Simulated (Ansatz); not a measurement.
Geometry optimisation, Ansatz 0.2.0, DFT PBE-D3(BJ), scalar-relativistic, plane waves, PAW.

input.yaml

```yaml
crystal:
  lattice:
    - [0.0, 5.43, 5.43]
    - [5.43, 0.0, 5.43]
    - [5.43, 5.43, 0.0]
  atoms:
    - { symbol: Si, position: [0.0, 0.0, 0.0] }
    - { symbol: Si, position: [0.125, 0.125, 0.125] }
    - { symbol: Si, position: [0.0, 0.0, 0.5] }
    - { symbol: Si, position: [0.125, 0.125, 0.625] }
    - { symbol: Si, position: [0.0, 0.5, 0.0] }
    - { symbol: Si, position: [0.125, 0.625, 0.125] }
    - { symbol: Si, position: [0.0, 0.5, 0.5] }
    - { symbol: Si, position: [0.125, 0.625, 0.625] }
    - { symbol: Si, position: [0.5, 0.0, 0.0] }
    - { symbol: Si, position: [0.625, 0.125, 0.125] }
    - { symbol: Si, position: [0.5, 0.0, 0.5] }
    - { symbol: Si, position: [0.625, 0.125, 0.625] }
    - { symbol: Si, position: [0.5, 0.5, 0.0] }
    - { symbol: Si, position: [0.625, 0.625, 0.125] }
    - { symbol: Si, position: [0.5, 0.5, 0.5] }
    - { symbol: Si, position: [0.625, 0.625, 0.625] }
    - { symbol: Fe, position: [0.88034565, 0.37911001, 0.36748651], spin: 2.5 }
magnetization:
  spin_polarized: true
basis:
  ecutwfc: 420.0
kpoints:
  mp_grid: { grid: [2, 2, 2] }
hamiltonian:
  xc: pbe
  dispersion: d3bj
  pseudopotentials: { kind: paw, azcp: { folder: soft_1 } }
scf:
  occupations: { method: gaussian, width: 0.05 }
  lower_state_search: "off"
relax:
  f_tol: 0.03
  max_steps: 60
  adjacent_minimum: "off"
output:
  write_density: true
  write_potential: true
  elf: true
  volumetric_format: npy
```

Launched with:

```bash
$ ansatz run input.yaml --threads 2 --pin off --max-ram 5120MiB --backend cpu --events-out ev --progress --plain --runs-dir out
```

Problem. Where does it end, and by what steps?

Solution. The forces met the threshold. The force dipped under the threshold on the way, but the program's further checks kept it going. Limits of this set-up: coarse k mesh. After 9 steps the energy has fallen by 0.038 eV; Si5 moved furthest, 0.09 Å.

| step | energy less start (eV) | largest force component (eV/Å) | accepted |
| --- | --- | --- | --- |
| 0 | 0.0000 | 0.366 | yes |
| 1 | -0.0275 | 0.176 | yes |
| 2 | -0.0328 | 0.070 | yes |
| 3 | -0.0291 | 0.122 | no |
| 4 | -0.0360 | 0.022 | yes |
| 5 | -0.0365 | 0.029 | yes |
| 6 | -0.0372 | 0.027 | yes |
| 7 | -0.0361 | 0.045 | no |
| 8 | -0.0381 | 0.007 | yes |
| 9 | -0.0382 | 0.005 | yes |

```xyz
17
Lattice="0.0000 5.4300 5.4300 5.4300 0.0000 5.4300 5.4300 5.4300 0.0000" Properties=species:S:1:pos:R:3
Si 0.024 0.014 -0.021
Si 1.366 1.336 1.381
Si 2.735 2.722 -0.004
Si 4.084 4.104 1.347
Si 2.661 -0.053 2.771
Si 4.051 1.336 4.067
Si 5.436 2.721 2.695
Si 6.737 4.022 4.123
Si 0.022 2.738 2.704
Si 1.366 4.082 4.065
Si 2.717 5.433 2.715
Si 4.084 6.799 4.046
Si 2.728 2.739 5.409
Si 4.051 4.081 6.811
Si 5.437 5.450 5.426
Si 6.818 6.799 6.777
Fe 4.037 6.752 6.825
```

Whether the end is a true minimum wasn't checked by a vibrational analysis.

Time of the run: 2.6 min on 2 threads of Arm Neoverse V1 (shared host), peak memory 0.75 GiB.
